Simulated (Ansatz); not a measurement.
**Sb: under pressure**

How does Sb compress? Cell and atoms are relaxed at 7 pressures between -1 and 90 GPa.

Method: DFT r2SCAN, scalar-relativistic, plane waves, PAW, in Ansatz 0.2.0.

1 further run of the same task is left out (set aside as unsound or not needed).

### Step 1. Starting point

The structure is cubic, space group Pm-3m (No. 221). Conventional cell: a = 3.088 Å, b = 3.088 Å, c = 3.088 Å, α = 90.00°, β = 90.00°, γ = 90.00°. Sb (site symmetry m-3m) is surrounded by 6 Sb at 3.09 Å.

As a file:

```cif
data_structure
_symmetry_space_group_name_H-M 'Pm-3m'
_symmetry_Int_Tables_number 221
_cell_length_a 3.0875
_cell_length_b 3.0875
_cell_length_c 3.0875
_cell_angle_alpha 90.000
_cell_angle_beta 90.000
_cell_angle_gamma 90.000
_cell_volume 29.43
loop_
_atom_site_label
_atom_site_type_symbol
_atom_site_symmetry_multiplicity
_atom_site_Wyckoff_symbol
_atom_site_fract_x
_atom_site_fract_y
_atom_site_fract_z
_atom_site_occupancy
Sb1 Sb 1 a 0.00000 0.00000 0.00000 1
```

It is the result of an earlier relaxation at this level (volume 29.43 Å³/atom; gap on the mesh: none (metal)).

### Step 2. Target pressure -1 GPa

input.yaml

```yaml
crystal:
  lattice:
    - [3.0975302022, 0.0, 0.0]
    - [0.0, 3.0975302022, 0.0]
    - [0.0, 0.0, 3.0975302022]
  atoms:
    - { symbol: Sb, position: [0.0, 0.0, 0.0] }
basis:
  ecutwfc: 500
kpoints:
  mp_grid: { grid: [14, 14, 14] }
hamiltonian:
  xc: r2scan
scf:
  occupations: { method: gaussian, width: 0.1 }
output:
  forces: true
  stress: true
  eigenvalues: true
relax:
  adjacent_minimum: "off"
  f_tol: 0.008
  max_steps: 50
  cell: { stress_tol: 0.08, p_target: -1.0 }
```

The run is started by

```
$ ansatz run input.yaml --threads 1 --pin off --max-ram 2560MiB --backend cpu --events-out ev --progress --plain --runs-dir out
```

Further runs follow: relaxing at 1 GPa; relaxing at 4 GPa; 12 GPa; relaxing at 25 GPa; 50 GPa; relaxing at 90 GPa.

Q: Predict the outcome of this session. Wanted: bulk modulus B0; B0'.

As calculated:

| quantity | value |
| --- | --- |
| volume at 90 GPa | 18.10 Å³/atom, V/V0 = 0.615 |
| bulk modulus B0 (third-order Birch-Murnaghan) | 60 GPa |
| B0' | 4.6 |

**Reading.** Up to 90 GPa the volume falls by 38.5 %. A third-order Birch-Murnaghan curve fits the points with B0 = 60 GPa. Other structures may take over in this range; these runs cannot find them. Spin-orbit coupling is left out for Sb.
